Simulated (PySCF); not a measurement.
# AuHP (HP ... Au): the cost of one run

Programs: PySCF 2.14.0, with routines of our own; each step states its level. All values are computed. Atoms count from 0.

## (1) The system as given

3 atoms, charge 0, high-spin multiplicity 4; geometry from: GFN2-xTB fragments, placed rigidly.

The system (radical pair): HP···Au. The radical centres are 3.28 Å apart; the spin sites are atoms 0, 1 (2 unpaired) and atom 2 (1 unpaired).

## (2) Magnetic exchange: CASSCF and SC-NEVPT2/def2-TZVP (3,3)

The job: settings as JSON, then the geometry in Å.

```
{"job": {"kind": "cas", "basis": "def2-TZVP", "active": "magnetic", "zfs": false}, "charge": 0, "high_spin_multiplicity": 4, "spin_sites": [[[0, 1], 2], [[2], 1]]}
P      0.329700    -0.000000    -1.423200
H     -0.659400     0.000000    -0.434100
Au     0.329700    -0.000000     1.857300
```

Level: CASSCF and SC-NEVPT2/def2-TZVP spin states, gas phase.

On the command line:

```sh
OMP_NUM_THREADS=1 python exch_run.py task.json out
```

This one command runs all jobs of the session in turn.

**Question.** How long does this run take on 1 thread of Arm Neoverse N1, shared host?

About 2.4 s.
